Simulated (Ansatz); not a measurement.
Wanted: the native input for an Ansatz 0.2.0 run.

```yaml
Task: single point
Functional: PBE
Potentials_or_basis: Ansatz PAW
Cutoff: "420 eV (not typed: the program's choice for these potentials)"
k_mesh: 8 × 8 × 3
Occupations: fermi-dirac, width 0.05 eV
Spin: no spin polarisation
```

The system is CaBr.

```
Br Ca
1.0
     4.08415    0.00000    0.00000
    -2.04207    3.53698    0.00000
     0.00000    0.00000    9.67213
Br Ca
2 2
Direct
  0.66667 0.33333 0.53449
  0.33333 0.66667 0.03449
  0.66667 0.33333 0.84051
  0.33333 0.66667 0.34051
```

The cell comes from a database or a generator and needn't be the stable form of this composition.

One way to write it, as run:

input.yaml

```yaml
crystal:
  lattice:
    - [4.0841480343, 0.0, 0.0]
    - [-2.0420740171, 3.5369759505, 0.0]
    - [0.0, 0.0, 9.672126]
  atoms:
    - { symbol: Br, position: [0.6666666667, 0.3333333333, 0.534488] }
    - { symbol: Br, position: [0.3333333333, 0.6666666667, 0.034488] }
    - { symbol: Ca, position: [0.6666666667, 0.3333333333, 0.840512] }
    - { symbol: Ca, position: [0.3333333333, 0.6666666667, 0.340512] }
hamiltonian:
  xc: pbe
  pseudopotentials: { kind: paw }
kpoints:
  mp_grid: { grid: [8, 8, 3] }
scf:
  occupations: { method: fermi_dirac, width: 0.05 }
output:
  forces: true
  stress: true
  eigenvalues: true
  write_density: true
  write_potential: true
  elf: true
  volumetric_format: npy
```

Potentials or basis: Ansatz PAW.

Run with:

```bash
$ ansatz run input.yaml --threads 2 --pin off --max-ram 5120MiB --backend cpu --events-out ev --progress --plain --runs-dir out
```

It gave:

```yaml
Pressure: 0.5 GPa
Largest_force: 0.126 eV/Å
Band_gap_on_the_k_mesh: none (metal or under the smearing width)
```

It took 7.2 s on 2 threads of Intel(R) Xeon(R) Processor @ 2.50GHz (Skylake/Cascade Lake) (shared host), peak memory 0.39 GiB.
